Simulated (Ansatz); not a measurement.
# GeH₄NO radical: up Jacob's ladder to CCSD(T)

One table from this session's results is given with a row withheld; the runs are named, their logs left out.

Program: Ansatz 0.2.0, Gaussian basis. Level of theory: functionals in def2-TZVPP, the program's frozen cores in correlated methods. These are calculated values, not measurements.

Levels to be run: LDA (SPW92), PBE-D4, revPBE-D4, BLYP-D4, r2SCAN-D4, B97M-V, PBE0-D4, B3LYP-D4, r2SCANh-D4, r2SCAN0-D4, HSE06-D4, BHLYP-D4, CAM-B3LYP-D4, LC-ωPBE, ωB97X-V, ωB97M-V, B2PLYP, PBE-QIDH; CCSD(T)/def2-SVP; CCSD(T)/def2-TZVPP; MP2/def2-QZVPP; extrapolation to the limit; RPA on PBE.

## The relaxed structure

An earlier PBE0-D4 in a triple-zeta def2 set relaxation fixed the geometry.

SMILES `[NH][GeH2][OH]`, 7 atoms, charge 0, spin multiplicity 2.

Atoms are counted from 1 here; the program's logs count them from 0.

Bond lengths: N1–Ge2 1.860 Å, N1–H4 1.025 Å, Ge2–O3 1.771 Å, Ge2–H5 1.544 Å, Ge2–H6 1.536 Å, O3–H7 0.961 Å. Angles: Ge2–N1–H4 110.2°, N1–Ge2–O3 106.5°, N1–Ge2–H5 107.6°, N1–Ge2–H6 113.8°, O3–Ge2–H5 110.8°, O3–Ge2–H6 105.4°, H5–Ge2–H6 112.6°, Ge2–O3–H7 111.8°.

The first run:

Input file in.yaml:

```yaml
crystal:
  periodic: [false, false, false]
  atoms:
    - {symbol: N, position_ang: [-1.180001, -0.629604, -0.704335]}
    - {symbol: Ge, position_ang: [0.091826, 0.357854, 0.227285]}
    - {symbol: O, position_ang: [1.488064, -0.708494, 0.454167]}
    - {symbol: H, position_ang: [-2.073683, -0.127326, -0.724697]}
    - {symbol: H, position_ang: [0.468549, 1.575305, -0.644215]}
    - {symbol: H, position_ang: [-0.348330, 0.758218, 1.642881]}
    - {symbol: H, position_ang: [1.614777, -1.293953, -0.296687]}
basis:
  gaussian: {orbitals: def2-TZVPP}
magnetization: {spin_polarized: true, initial_magnetization: 1}
hamiltonian: {xc: lda}
output: {orbitals: {seedname: orbitals}}
```

Command:

```console
ansatz run in.yaml --threads 4 --pin off --events-out ev --progress --plain --max-ram 10444MiB
```

Among the steps run: LDA; PBE-D4 (GGA); revPBE-D4 (GGA); BLYP-D4 (GGA); r2SCAN-D4 (meta-GGA); B97M-V (meta-GGA); PBE0-D4 (hybrid); B3LYP-D4 (hybrid); r2SCANh-D4 (hybrid); r2SCAN0-D4 (hybrid); HSE06-D4 (hybrid); BHLYP-D4 (hybrid); CAM-B3LYP-D4 (range-separated); LC-ωPBE (range-separated); ωB97X-V (range-separated); ωB97M-V (range-separated); B2PLYP (double hybrid); PBE-QIDH (double hybrid).

One of the session's tables, all rows but one given; the rest of the session is left out.

It belongs to the step «Frontier levels by functional». 

```
  functional  HOMO (eV)  LUMO (eV)  gap (eV)
 LDA (SPW92)      -6.70      -5.34      1.36
      PBE-D4      -6.63      -4.75      1.89
   revPBE-D4      -6.58      -4.59      1.99
     BLYP-D4      -6.53      -4.74      1.79
   r2SCAN-D4      -6.96      -4.05      2.92
      B97M-V      -7.06      -4.20      2.87
     PBE0-D4      -8.09      -3.21      4.88
    B3LYP-D4      -7.85      -3.72      4.13
  r2SCANh-D4          ?          ?         ?
  r2SCAN0-D4      -8.31      -2.74      5.57
    HSE06-D4      -7.68      -3.61      4.07
    BHLYP-D4      -9.45      -1.79      7.66
CAM-B3LYP-D4      -9.53      -2.12      7.41
     LC-ωPBE     -10.95      -0.56     10.39
     ωB97X-V     -10.55      -1.05      9.51
     ωB97M-V     -10.40      -1.15      9.25
```

Q: Estimate the row for r2SCANh-D4 from the others.

Worked estimate for «HOMO (eV)». Against the share of exact exchange, r2SCAN-D4 (0, -6.96), r2SCAN0-D4 (0.25, -8.31) give a slope of -5.40 per unit share; at 0.1 the line stands at -7.50.

As computed: HOMO (eV): -7.50; LUMO (eV): -3.52; gap (eV): 3.98. In «HOMO (eV)» the line misses by 0.00.
